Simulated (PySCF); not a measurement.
# C3H5FSSi: the cost of one run

The runs use PySCF 2.14.0, with density-fitted response routines of our own; the level of theory stands in each step. All values are computed, except where a source is named. Atoms are numbered from 0 throughout.

### 1 The molecule as given

11 atoms, charge 0, multiplicity 1; geometry from: GFN2-xTB. The atoms were then displaced at random by about 0.01 Å, so the start is not that level's minimum.

Bonds of the start (Å): F0–Si1 1.60, Si1–C2 1.85, C2–C3 1.37, C3–S4 1.74, S4–C5 1.82, C5–Si1 1.92, Si1–H6 1.45, C2–H7 1.09, C3–H8 1.04, C5–H9 1.08, C5–H10 1.09.

### 2 Relaxing the molecule at PBE0-D3(BJ)/def2-SVP

Job settings and geometry (Å):

```
{"job": {"xc": "PBE0", "basis": "def2-SVP", "d3": "d3bj", "grid": 1, "shake": 0.01, "kind": "geom"}, "charge": 0, "multiplicity": 1}
F     -1.807550    -1.490880    -0.720890
Si    -0.765580    -0.846120     0.314900
C      0.980250    -0.911000    -0.292130
C      1.603240     0.288900    -0.480750
S      0.701060     1.757830    -0.212400
C     -0.918370     1.065290     0.265220
H     -1.098610    -1.439480     1.595280
H      1.585670    -1.800410    -0.465090
H      2.580970     0.449900    -0.793550
H     -1.638460     1.402040    -0.460580
H     -1.184520     1.498100     1.234320
```

Run with:

```console
OMP_NUM_THREADS=1 python probes_run.py task.json out
```

One launch serves the whole session: the jobs run in the order shown.

**Question.** How long does this first job take on 1 thread of Arm Neoverse V1, shared host, and how much memory does it need?

About 58 s, with a peak of 0.52 GiB.
